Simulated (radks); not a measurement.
# Cu⁴⁺ in [Ne] 3s1 3p6 3d7 4p1: an all-electron calculation

Wanted: eigenvalues, radial structure and energy terms of the copper ion Cu4+.

Program: radks (a radial shooting solver on a logarithmic mesh, Libxc functionals) version 1. Level of theory: scalar-relativistic Kohn-Sham, PBEsol, spin-polarised, spherical densities, point nucleus; open shells are filled with parallel spins first. These are calculated values, not measurements, unless marked.

**1. Starting point**

- element: copper (Z = 29)
- charge: +4
- electrons: 25
- configuration: [Ne] 3s1 3p6 3d7 4p1

Outer shells as boxes (Hund's rule):

Cu⁴⁺
```
[Ne] core
3s [↑ ]
3p [↑↓][↑↓][↑↓]
3d [↑↓][↑↓][↑ ][↑ ][↑ ]
4p [↑ ][  ][  ]
```

**2. The calculation**

The run's settings:

```text
Z 29
configuration [Ne] 3s1 3p6 3d7 4p1 4s0 4d0 5p0 4f0
relativity scalar-relativistic
functional pbe_sol,pbe_sol
spin polarised
nucleus point
c 137.035999084
```

Q: Predict the outcome of this run.

The runs gave:

```
                        quantity                   value
                    total energy     -1643.52986 hartree
exchange-correlation share of it                  3.86 %
                            −T/E                  1.0149
          highest occupied level       4p up, -42.913 eV
    most extended occupied level  4p up, <r> = 2.03 bohr
 radius at density 0.001 e/bohr³               3.20 bohr
    maxima of the radial density                       3
```

**Reading.** 4 principal shells are occupied and 3 maxima appear in the radial density; where shells overlap, one shows as a shoulder or not at all. Relativity lifts −T/E to 1.015. This is not the tabulated ground configuration, so its levels and sizes aren't those of the ground state, and no measured value stands beside it.
